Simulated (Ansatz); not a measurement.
# CH6BPSi: up Jacob's ladder to CCSD(T)

The task here is to estimate one member of a computed series from the others.

Computed with Ansatz 0.2.0, Gaussian basis. Level: functionals in def2-TZVPP, the program's frozen cores in correlated methods.

The runs, in order: LDA (SPW92), PBE-D4, revPBE-D4, BLYP-D4, r2SCAN-D4, B97M-V, PBE0-D4, B3LYP-D4, r2SCANh-D4, r2SCAN0-D4, HSE06-D4, BHLYP-D4, CAM-B3LYP-D4, LC-ωPBE, ωB97X-V, ωB97M-V, B2PLYP, PBE-QIDH; CCSD(T)/def2-SVP; CCSD(T)/def2-TZVPP; MP2/def2-QZVPP; extrapolation to the limit; RPA on PBE.

**The geometry**

All runs share one geometry, relaxed beforehand with PBE0-D4 in a triple-zeta def2 set.

10 atoms, charge 0, spin multiplicity 1.

Atoms are counted from 1 here; the program's logs count them from 0.

Bond lengths: P1–B2 1.853 Å, P1–H5 1.416 Å, P1–H6 1.412 Å, B2–C3 1.526 Å, B2–Si4 1.930 Å, C3–Si4 1.929 Å, C3–H7 1.087 Å, C3–H8 1.095 Å, Si4–H9 1.483 Å, Si4–H10 1.479 Å. Angles: B2–P1–H5 103.3°, B2–P1–H6 102.4°, H5–P1–H6 99.0°, P1–B2–C3 139.5°, P1–B2–Si4 149.6°, C3–B2–Si4 66.7°, B2–C3–Si4 66.7°, B2–C3–H7 123.1°, B2–C3–H8 117.1°, Si4–C3–H7 135.2°, Si4–C3–H8 96.5°, H7–C3–H8 111.1°, B2–Si4–C3 46.6°, B2–Si4–H9 120.9°, B2–Si4–H10 125.6°, C3–Si4–H9 123.3°, C3–Si4–H10 108.7°, H9–Si4–H10 112.8°.

Set-up of the first run:

in.yaml reads:

```yaml
crystal:
  periodic: [false, false, false]
  atoms:
    - {symbol: P, position_ang: [-1.940280, 0.740247, -0.967695]}
    - {symbol: B, position_ang: [-0.551606, 0.045427, 0.042627]}
    - {symbol: C, position_ang: [0.411976, -1.138375, 0.030846]}
    - {symbol: Si, position_ang: [1.017659, 0.326446, 1.130196]}
    - {symbol: H, position_ang: [-1.667034, 0.258837, -2.270478]}
    - {symbol: H, position_ang: [-1.546074, 2.084566, -1.141750]}
    - {symbol: H, position_ang: [0.761019, -1.611636, -0.883936]}
    - {symbol: H, position_ang: [0.315260, -1.868442, 0.840847]}
    - {symbol: H, position_ang: [2.076780, 1.275908, 0.709140]}
    - {symbol: H, position_ang: [1.205500, -0.164079, 2.513103]}
basis:
  gaussian: {orbitals: def2-TZVPP}
hamiltonian: {xc: lda}
output: {orbitals: {seedname: orbitals}}
```

The run is started by

```console
$ ansatz run in.yaml --threads 2 --pin off --events-out ev --progress --plain --max-ram 4352MiB
```

Steps of the session up to this table: LDA; PBE-D4 (GGA); revPBE-D4 (GGA); BLYP-D4 (GGA); r2SCAN-D4 (meta-GGA); B97M-V (meta-GGA); PBE0-D4 (hybrid); B3LYP-D4 (hybrid); r2SCANh-D4 (hybrid); r2SCAN0-D4 (hybrid); HSE06-D4 (hybrid); BHLYP-D4 (hybrid); CAM-B3LYP-D4 (range-separated); LC-ωPBE (range-separated); ωB97X-V (range-separated); ωB97M-V (range-separated); B2PLYP (double hybrid); PBE-QIDH (double hybrid).

One of the session's tables, all rows but one given; the rest of the session is left out.

It belongs to the step «Orbital energies across the functionals». 

| functional | HOMO (eV) | LUMO (eV) | gap (eV) |
| --- | --- | --- | --- |
| LDA (SPW92) | ? | ? | ? |
| PBE-D4 | -5.64 | -2.68 | 2.97 |
| revPBE-D4 | -5.60 | -2.61 | 2.99 |
| BLYP-D4 | -5.49 | -2.48 | 3.01 |
| r2SCAN-D4 | -5.83 | -2.47 | 3.36 |
| B97M-V | -5.88 | -2.46 | 3.43 |
| PBE0-D4 | -6.67 | -1.81 | 4.87 |
| B3LYP-D4 | -6.48 | -1.95 | 4.53 |
| r2SCANh-D4 | -6.21 | -2.16 | 4.06 |
| r2SCAN0-D4 | -6.79 | -1.69 | 5.10 |
| HSE06-D4 | -6.28 | -2.18 | 4.10 |
| BHLYP-D4 | -7.58 | -0.74 | 6.84 |
| CAM-B3LYP-D4 | -7.93 | -0.64 | 7.28 |
| LC-ωPBE | -9.23 | 0.39 | 9.62 |
| ωB97X-V | -8.90 | 0.33 | 9.24 |
| ωB97M-V | -8.73 | 0.17 | 8.90 |

**Question.** Estimate the row for LDA (SPW92).

The run gave: HOMO (eV): -5.75; LUMO (eV): -2.84; gap (eV): 2.91. In the column «HOMO (eV)» it lies between r2SCAN-D4 (-5.83) and PBE-D4 (-5.64).
